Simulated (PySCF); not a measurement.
# Br³⁺: ionisation energy in x2c-QZVPPall plus 1 even-tempered diffuse shell per l

Each state of bromine is computed at each level; their differences give the ionisation energy. How far do the methods differ?

Method: unrestricted determinants in a Gaussian basis, no spin-orbit coupling in the energies. Code: PySCF 2.14.0.

## (1) What is computed

- Element: bromine (Z = 35)
- Basis: x2c-QZVPPall with one added diffuse shell each of s, p, d, f type (12s9p6d5f1g, 113 functions)
- Hamiltonian: scalar relativity by spin-free X2C-1e
- State 1: Br³⁺: [Ar] 3d10 4s2 4p2, high-spin 3P determinant
- Needed too, but not shown: Br²⁺ [Ar] 3d10 4s2 4p3 (4S)
- Methods: UHF, LDA, PBE, PBE0, r2SCAN, B2PLYP, CAM-B3LYP, r2SCANh, MP2
- Core shells frozen in the correlated runs: valence: [Ar] 3d10; valence and next inner shell: [Ne] (for Br³⁺)

Outer shells as boxes (Hund's rule):

Br3+ [Ar] 3d10 4s2 4p2
```
[Ar] core
3d [↑↓][↑↓][↑↓][↑↓][↑↓]
4s [↑↓]
4p [↑ ][↑ ][  ]
```

One driver process ran all states and methods and kept the integrals in memory. Each run is shown as a PySCF script that sums up its settings (the driver passes frozen orbitals as a list and adds second-order terms of double hybrids); the logs are those of the runs themselves. The driver starts from symmetry-adapted Hartree-Fock orbitals, holds the occupation by maximum overlap and uses a logarithmic radial grid for functionals, so a plain start would take other cycles.

The integrals over 113 functions and the set-up took 4.4 s of CPU time.

## (2) Br³⁺

**UHF**

The input, input.py:

```python
from pyscf import gto, scf, dft, mp, cc
import basis_set_exchange as bse
mol = gto.M(atom="Br 0 0 0", charge=3, spin=2, symmetry="D2h",
            basis=gto.basis.parse(bse.get_basis("x2c-QZVPPall", elements=["Br"], fmt="nwchem", augment_diffuse=1)),
            nucmod="G")
mf = scf.UHF(mol).sfx2c1e()
mf.irrep_nelec = {'Ag': (6, 6), 'B1g': (1, 1), 'B2g': (1, 1), 'B3g': (1, 1), 'B1u': (3, 2), 'B2u': (3, 2), 'B3u': (2, 2)}
mf.kernel()
```

**LDA**

Changes to input.py:

```diff
@@ -5,3 +5,3 @@
             nucmod="G")
-mf = scf.UHF(mol).sfx2c1e()
+mf = dft.UKS(mol, xc="LDA,VWN").sfx2c1e()
 mf.irrep_nelec = {'Ag': (6, 6), 'B1g': (1, 1), 'B2g': (1, 1), 'B3g': (1, 1), 'B1u': (3, 2), 'B2u': (3, 2), 'B3u': (2, 2)}
```

**PBE**

Changes to input.py:

```diff
@@ -5,3 +5,3 @@
             nucmod="G")
-mf = dft.UKS(mol, xc="LDA,VWN").sfx2c1e()
+mf = dft.UKS(mol, xc="PBE").sfx2c1e()
 mf.irrep_nelec = {'Ag': (6, 6), 'B1g': (1, 1), 'B2g': (1, 1), 'B3g': (1, 1), 'B1u': (3, 2), 'B2u': (3, 2), 'B3u': (2, 2)}
```

**PBE0**

Changes to input.py:

```diff
@@ -5,3 +5,3 @@
             nucmod="G")
-mf = dft.UKS(mol, xc="PBE").sfx2c1e()
+mf = dft.UKS(mol, xc="PBE0").sfx2c1e()
 mf.irrep_nelec = {'Ag': (6, 6), 'B1g': (1, 1), 'B2g': (1, 1), 'B3g': (1, 1), 'B1u': (3, 2), 'B2u': (3, 2), 'B3u': (2, 2)}
```

**r2SCAN**

Changes to input.py:

```diff
@@ -5,3 +5,3 @@
             nucmod="G")
-mf = dft.UKS(mol, xc="PBE0").sfx2c1e()
+mf = dft.UKS(mol, xc="R2SCAN").sfx2c1e()
 mf.irrep_nelec = {'Ag': (6, 6), 'B1g': (1, 1), 'B2g': (1, 1), 'B3g': (1, 1), 'B1u': (3, 2), 'B2u': (3, 2), 'B3u': (2, 2)}
```

**B2PLYP**

Changes to input.py:

```diff
@@ -5,3 +5,3 @@
             nucmod="G")
-mf = dft.UKS(mol, xc="R2SCAN").sfx2c1e()
+mf = dft.UKS(mol, xc="0.53*HF + 0.47*B88, 0.73*LYP").sfx2c1e()
 mf.irrep_nelec = {'Ag': (6, 6), 'B1g': (1, 1), 'B2g': (1, 1), 'B3g': (1, 1), 'B1u': (3, 2), 'B2u': (3, 2), 'B3u': (2, 2)}
```

**CAM-B3LYP**

Changes to input.py:

```diff
@@ -5,3 +5,3 @@
             nucmod="G")
-mf = dft.UKS(mol, xc="0.53*HF + 0.47*B88, 0.73*LYP").sfx2c1e()
+mf = dft.UKS(mol, xc="CAMB3LYP").sfx2c1e()
 mf.irrep_nelec = {'Ag': (6, 6), 'B1g': (1, 1), 'B2g': (1, 1), 'B3g': (1, 1), 'B1u': (3, 2), 'B2u': (3, 2), 'B3u': (2, 2)}
```

**r2SCANh**

Changes to input.py:

```diff
@@ -5,3 +5,3 @@
             nucmod="G")
-mf = dft.UKS(mol, xc="CAMB3LYP").sfx2c1e()
+mf = dft.UKS(mol, xc="HYB_MGGA_XC_R2SCANH").sfx2c1e()
 mf.irrep_nelec = {'Ag': (6, 6), 'B1g': (1, 1), 'B2g': (1, 1), 'B3g': (1, 1), 'B1u': (3, 2), 'B2u': (3, 2), 'B3u': (2, 2)}
```

**MP2 (valence)**

Changes to input.py:

```diff
@@ -5,4 +5,5 @@
             nucmod="G")
-mf = dft.UKS(mol, xc="HYB_MGGA_XC_R2SCANH").sfx2c1e()
+mf = scf.UHF(mol).sfx2c1e()
 mf.irrep_nelec = {'Ag': (6, 6), 'B1g': (1, 1), 'B2g': (1, 1), 'B3g': (1, 1), 'B1u': (3, 2), 'B2u': (3, 2), 'B3u': (2, 2)}
 mf.kernel()
+mp.UMP2(mf, frozen=14).kernel()
```

## (3) Br³⁺, continued

**MP2 (valence and next inner shell)**

Edit input.py of step 2 so:

```diff
@@ -8,2 +8,2 @@
 mf.kernel()
-mp.UMP2(mf, frozen=14).kernel()
+mp.UMP2(mf, frozen=5).kernel()
```

**Question.** What will these runs give?

As calculated:

```
               quantity                                                                               value
ionisation energy, Br²⁺  UHF 34.644, MP2 (valence and next inner shell) 35.392 eV; reference 34.871 ± 0.019
```

Each level's miss (mean over 1 difference):

| method | mean absolute miss against the measured value (with the measured fine structure taken into account where it is known) (eV) |
| --- | --- |
| UHF | 0.652 |
| LDA | 0.007 |
| PBE | 0.179 |
| PBE0 | 0.067 |
| r2SCAN | 0.149 |
| B2PLYP | 0.210 |
| CAM-B3LYP | 0.146 |
| r2SCANh | 0.154 |
| MP2 (valence) | 0.086 |
| SCS-MP2 (valence) | 0.245 |
| MP2 (valence and next inner shell) | 0.096 |
| SCS-MP2 (valence and next inner shell) | 0.114 |

In words: LDA lands nearest to the measured value (off by 0.01 eV); UHF misses by most (0.65 eV). Hartree-Fock falls short because the species with more electrons holds more correlation energy, which it lacks. PBE is off by -0.18 eV. All values hold for this basis alone; no basis-set limit was taken.
